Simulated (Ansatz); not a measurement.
**GaH2OF (SMILES [OH][GaH][F]): PBE0/cc-pVDZ**

What is the electronic atomisation energy of GaH2OF at PBE0/cc-pVDZ? 

The results are computed with Ansatz 0.2.0.

61 further runs of the same task are left out: 61 set aside as unsound or not needed.

### 1 Starting point

GaH2OF has 5 atoms, charge 0, and is taken as a singlet. As SMILES, `[OH][GaH][F]`. Geometry: relaxed at PBE0-D4/def2-TZVP. This is one conformer, not always the lowest.

Bond lengths: O1–Ga2 1.771 Å, Ga2–F3 1.746 Å, O1–H4 0.959 Å, Ga2–H5 1.545 Å. Angles: O1–Ga2–F3 111.1°, O1–Ga2–H5 128.8°, F3–Ga2–H5 120.0°, Ga2–O1–H4 114.5°.

### 2 A single-point energy at PBE0/cc-pVDZ

File in.yaml:

```yaml
basis:
  gaussian:
    orbitals: cc-pVDZ
crystal:
  periodic: [false, false, false]
  atoms:
    - {symbol: O, position_ang: [-1.130400, -0.588700, -0.283800]}
    - {symbol: Ga, position_ang: [0.383700, 0.280500, 0.015600]}
    - {symbol: F, position_ang: [0.438300, 1.777800, -0.881200]}
    - {symbol: H, position_ang: [-1.210600, -1.420700, 0.187200]}
    - {symbol: H, position_ang: [1.569000, -0.122600, 0.920900]}
magnetization:
  spin_polarized: false
hamiltonian:
  xc: pbe0
accuracy: high
output:
  orbitals: {seedname: orbitals}
```

Run with:

```console
ansatz run in.yaml --threads 1 --pin off --max-ram 3480MiB --events-out events.jsonl --progress --plain --runs-dir runs
```

Output:

```text
Warning: RAYON_NUM_THREADS=1 ignored (pool sized by the plan → 1); use --threads N
Functional definition: PBE0
  name "PBE0"
  parameter a = 0.25
  parameter kappa = 0.804
  parameter beta = 0.06672455060314922
  exchange = (1 - a)*pbe_x(kappa = kappa, mu = beta*pi^2/3) + a*exact_x
  correlation = pbe_c(beta = beta)
1380 factors; integrals over basis functions are off by at most 4.4e-9 eV
mean field evaluation 1: about -57157.4231 eV, gradient 6.0e1 eV
mean field evaluation 2: about -57134.6551 eV, gradient 1.2e2 eV
mean field evaluation 4: about -57163.4524 eV, gradient 9.3e0 eV
mean field evaluation 8: about -57163.6580 eV, gradient 1.9e-1 eV
mean field evaluation 16: about -57163.6580 eV, gradient 3.6e-6 eV
mean field -57163.65803295 eV, -2100.7256857920 hartree, gradient 7.0e-8 eV, S^2 0.000000; 0 other end points of the search recorded, 0 dependent functions left out
reference -57163.65803577 eV, -2100.7256858954 hartree; 25, 25 occupied and 40, 40 virtual orbitals, 1380 factors
Total energy: -57163.65803577 eV, -2100.7256858954 hartree
```

Run time: 2.5 s. Hardware: 1 thread of Intel Xeon 6975P-C (Granite Rapids), shared host; peak memory 0.2 GiB.

### 3 The F atom

File job.yaml:

```yaml
crystal:
  periodic: [false, false, false]
  atoms:
    - {symbol: F, position_ang: [0.000000, 0.000000, 0.000000]}
basis:
  gaussian: {orbitals: cc-pVDZ}
magnetization: {spin_polarized: true, initial_magnetization: 1}
hamiltonian: {xc: {name: PBE0}}
accuracy: high
```

Run with:

```console
ansatz run job.yaml --threads 1 --pin off --max-ram 3480MiB --events-out events.jsonl --progress --plain --runs-dir runs
```

Output:

```text
Warning: RAYON_NUM_THREADS=1 ignored (pool sized by the plan → 1); use --threads N
Functional definition: PBE0
  name "PBE0"
  parameter a = 0.25
  parameter kappa = 0.804
  parameter beta = 0.06672455060314922
  exchange = (1 - a)*pbe_x(kappa = kappa, mu = beta*pi^2/3) + a*exact_x
  correlation = pbe_c(beta = beta)
96 factors; integrals over basis functions are off by at most 1.1e-8 eV
mean field evaluation 1: about -2711.1618 eV, gradient 5.0e0 eV
mean field evaluation 2: about -2711.2170 eV, gradient 1.6e0 eV
mean field evaluation 4: about -2711.2247 eV, gradient 2.3e-2 eV
mean field evaluation 8: about -2711.2247 eV, gradient 2.0e-4 eV
mean field -2711.22466638 eV, -99.6356687552 hartree, gradient 3.1e-9 eV, S^2 0.750912; 0 other end points of the search recorded, 0 dependent functions left out
reference -2711.22466673 eV, -99.6356687682 hartree; 5, 4 occupied and 9, 10 virtual orbitals, 96 factors
Total energy: -2711.22466673 eV, -99.6356687682 hartree
```

It took 0.18 s on 1 thread of Intel Xeon 6975P-C (Granite Rapids), shared host.

### 4 The Ga atom

File input.yaml:

```yaml
basis:
  gaussian:
    orbitals: cc-pVDZ
crystal:
  periodic: [false, false, false]
  atoms:
    - {symbol: Ga, position_ang: [0.000000, 0.000000, 0.000000]}
total_charge: 0
magnetization:
  spin_polarized: true
  initial_magnetization: 1
hamiltonian:
  xc: pbe0
accuracy: high
```

Run the same way, it converges to -1924.52233 Eh (log not shown).

### 5 The H atom

File in.yaml:

```yaml
crystal:
  periodic: [false, false, false]
  atoms:
    - {symbol: H, position_ang: [0.000000, 0.000000, 0.000000]}
basis:
  gaussian:
    orbitals: cc-pVDZ
total_charge: 0
magnetization:
  spin_polarized: true
  initial_magnetization: 1
hamiltonian:
  xc: {name: PBE0}
accuracy: high
```

Run the same way, it converges to -0.50029 Eh (log not shown).

### 6 The O atom, same level

File in.yaml:

```yaml
crystal:
  periodic: [false, false, false]
  atoms:
    - {symbol: O, position_ang: [0.000000, 0.000000, 0.000000]}
basis:
  gaussian: {orbitals: cc-pVDZ}
hamiltonian: {xc: pbe0}
magnetization: {spin_polarized: true, initial_magnetization: 2}
accuracy: high
```

Run with:

```console
ansatz run in.yaml --threads 1 --pin off --max-ram 3480MiB --events-out events.jsonl --progress --plain --runs-dir runs
```

Output:

```text
Warning: RAYON_NUM_THREADS=1 ignored (pool sized by the plan → 1); use --threads N
Functional definition: PBE0
  name "PBE0"
  parameter a = 0.25
  parameter kappa = 0.804
  parameter beta = 0.06672455060314922
  exchange = (1 - a)*pbe_x(kappa = kappa, mu = beta*pi^2/3) + a*exact_x
  correlation = pbe_c(beta = beta)
96 factors; integrals over basis functions are off by at most 1.3e-9 eV
mean field evaluation 1: about -2040.5680 eV, gradient 5.3e0 eV
mean field evaluation 2: about -2040.6454 eV, gradient 2.2e0 eV
mean field evaluation 4: about -2040.6648 eV, gradient 2.8e-2 eV
mean field evaluation 8: about -2040.6646 eV, gradient 2.1e-4 eV
mean field -2040.66462670 eV, -74.9930418192 hartree, gradient 3.0e-9 eV, S^2 2.001944; 0 other end points of the search recorded, 0 dependent functions left out
reference -2040.66462722 eV, -74.9930418381 hartree; 5, 3 occupied and 9, 11 virtual orbitals, 96 factors
Total energy: -2040.66462722 eV, -74.9930418381 hartree
```

Run time: 0.16 s. Hardware: 1 thread of Intel Xeon 6975P-C (Granite Rapids), shared host.

### 7 Summary of results

Level: PBE0/cc-pVDZ.

```
                     quantity           value
       molecule: total energy  -2100.72569 Eh
        molecule: HOMO energy        -9.10 eV
        molecule: LUMO energy        -0.78 eV
      molecule: HOMO–LUMO gap         8.33 eV
         F atom: total energy    -99.63567 Eh
                 F atom: ⟨S²⟩           0.751
        Ga atom: total energy  -1924.52233 Eh
                Ga atom: ⟨S²⟩           0.753
         H atom: total energy     -0.50029 Eh
                 H atom: ⟨S²⟩           0.750
         O atom: total energy    -74.99304 Eh
                 O atom: ⟨S²⟩           2.002
electronic atomisation energy       15.621 eV
```

What this shows: Taking the molecule apart into free atoms costs 15.62 eV (360 kcal/mol), before zero-point energy and without spin-orbit coupling.
